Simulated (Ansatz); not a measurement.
**Cu: energy and stress against strain**

This session takes Cu and sets out to see how energy and stress answer to the strain pattern (0, 0, 0, 1, 0, 0).

Method: DFT r2SCAN, scalar-relativistic, plane waves, PAW, in Ansatz 0.2.0.

## Step 1: The structure to begin with

The structure is tetragonal, space group I4/mmm (No. 139). The conventional cell has a = 2.886 Å, b = 2.886 Å, c = 2.752 Å, α = 90.00°, β = 90.00°, γ = 90.00°. Cu (site symmetry 4/mmm) is surrounded by 10 Cu at 2.46 to 2.75 Å.

Structure file:

```xyz
1
Lattice="-1.4428 1.4428 1.3761 1.4428 -1.4428 1.3761 1.4428 1.4428 -1.3761" Properties=species:S:1:pos:R:3 pbc="T T T"
Cu    0.0000    0.0000    0.0000
```

It goes back to an entry of the Materials Project, which need not be the stable form.

No relaxation comes first: the listed cell is the starting point.

## Step 2: Zero of energy

The reference gives a free energy of -6631.2032 eV, pressure 0.29 GPa, largest force 0.000 eV/Å and gap on the mesh none (metal). It was computed beforehand with the settings of the runs below.

## Step 3: Setting up energy and stress against strain

The cell is strained by ε times the Voigt pattern (0, 0, 0, 1, 0, 0) (xx, yy, zz, yz, xz, xy; engineering shear), with fractional coordinates fixed (clamped ions). The stress on the pattern is the sum of the stress components weighted by it, tension positive.

## Step 4: ε = -0.0200

Contents of input.yaml:

```yaml
crystal:
  lattice:
    - [-1.44279332, 1.4290325055, 1.3616535168]
    - [1.44279332, -1.4565541345, 1.3905093832]
    - [1.44279332, 1.4565541345, -1.3905093832]
  atoms:
    - { symbol: Cu, position: [0.0, 0.0, 0.0] }
basis:
  ecutwfc: 500
kpoints:
  mp_grid: { grid: [24, 24, 24] }
hamiltonian:
  xc: r2scan
scf:
  occupations: { method: gaussian, width: 0.15 }
output:
  forces: true
  stress: true
  eigenvalues: true
```

The run is started by

```console
$ ansatz run input.yaml --threads 1 --pin off --max-ram 2560MiB --backend cpu --events-out ev --progress --plain --runs-dir out
```

## Step 5: At ε = 0.0150

Contents of input.yaml:

```yaml
crystal:
  lattice:
    - [-1.44279332, 1.4531139309, 1.3869023999]
    - [1.44279332, -1.4324727091, 1.3652605001]
    - [1.44279332, 1.4324727091, -1.3652605001]
  atoms:
    - { symbol: Cu, position: [0.0, 0.0, 0.0] }
basis:
  ecutwfc: 500
kpoints:
  mp_grid: { grid: [24, 24, 24] }
hamiltonian:
  xc: r2scan
scf:
  occupations: { method: gaussian, width: 0.15 }
output:
  forces: true
  stress: true
  eigenvalues: true
  write_density: true
  write_potential: true
  elf: true
  volumetric_format: npy
```

## Step 6: At ε = -0.0100

Contents of input.yaml:

```yaml
crystal:
  lattice:
    - [-1.44279332, 1.4359129128, 1.3688674834]
    - [1.44279332, -1.4496737272, 1.3832954166]
    - [1.44279332, 1.4496737272, -1.3832954166]
  atoms:
    - { symbol: Cu, position: [0.0, 0.0, 0.0] }
basis:
  ecutwfc: 500
kpoints:
  mp_grid: { grid: [24, 24, 24] }
hamiltonian:
  xc: r2scan
scf:
  occupations: { method: gaussian, width: 0.15 }
output:
  forces: true
  stress: true
  eigenvalues: true
```

## Step 7: Point ε = 0.0050

input.yaml, as its differences from that of step 6:

```diff
@@ -2,5 +2,5 @@
   lattice:
-    - [-1.44279332, 1.4359129128, 1.3688674834]
-    - [1.44279332, -1.4496737272, 1.3832954166]
-    - [1.44279332, 1.4496737272, -1.3832954166]
+    - [-1.44279332, 1.4462335236, 1.3796884333]
+    - [1.44279332, -1.4393531164, 1.3724744667]
+    - [1.44279332, 1.4393531164, -1.3724744667]
   atoms:
```

## Step 8: ε = 0.0175

input.yaml, as its differences from that of step 7:

```diff
@@ -2,5 +2,5 @@
   lattice:
-    - [-1.44279332, 1.4462335236, 1.3796884333]
-    - [1.44279332, -1.4393531164, 1.3724744667]
-    - [1.44279332, 1.4393531164, -1.3724744667]
+    - [-1.44279332, 1.4548340327, 1.3887058916]
+    - [1.44279332, -1.4307526073, 1.3634570084]
+    - [1.44279332, 1.4307526073, -1.3634570084]
   atoms:
```

## Step 9: Point ε = 0.0125

input.yaml, as its differences from that of step 8:

```diff
@@ -2,5 +2,5 @@
   lattice:
-    - [-1.44279332, 1.4548340327, 1.3887058916]
-    - [1.44279332, -1.4307526073, 1.3634570084]
-    - [1.44279332, 1.4307526073, -1.3634570084]
+    - [-1.44279332, 1.4513938291, 1.3850989082]
+    - [1.44279332, -1.4341928109, 1.3670639918]
+    - [1.44279332, 1.4341928109, -1.3670639918]
   atoms:
```

## Step 10: At ε = 0.0075

input.yaml, as its differences from that of step 9:

```diff
@@ -2,5 +2,5 @@
   lattice:
-    - [-1.44279332, 1.4513938291, 1.3850989082]
-    - [1.44279332, -1.4341928109, 1.3670639918]
-    - [1.44279332, 1.4341928109, -1.3670639918]
+    - [-1.44279332, 1.4479536254, 1.381491925]
+    - [1.44279332, -1.4376330146, 1.3706709751]
+    - [1.44279332, 1.4376330146, -1.3706709751]
   atoms:
```

## Step 11: At ε = 0.0025

input.yaml, as its differences from that of step 10:

```diff
@@ -2,5 +2,5 @@
   lattice:
-    - [-1.44279332, 1.4479536254, 1.381491925]
-    - [1.44279332, -1.4376330146, 1.3706709751]
-    - [1.44279332, 1.4376330146, -1.3706709751]
+    - [-1.44279332, 1.4445134218, 1.3778849416]
+    - [1.44279332, -1.4410732182, 1.3742779584]
+    - [1.44279332, 1.4410732182, -1.3742779584]
   atoms:
```

(Steps that only read results are left out.)

Before running it: what results should come out? Wanted: slope of the stress at ε = 0, from the points at -0.0100, 0 and 0.0025.

As calculated:

| quantity | value |
| --- | --- |
| slope of the stress at ε = 0, from the points at -0.0100, 0 and 0.0025 | 94 GPa |

In words: The slope of the stress at zero strain, 94 GPa, estimates C44 with clamped ions in this Cartesian frame. No sampled point lies below the undisturbed cell.
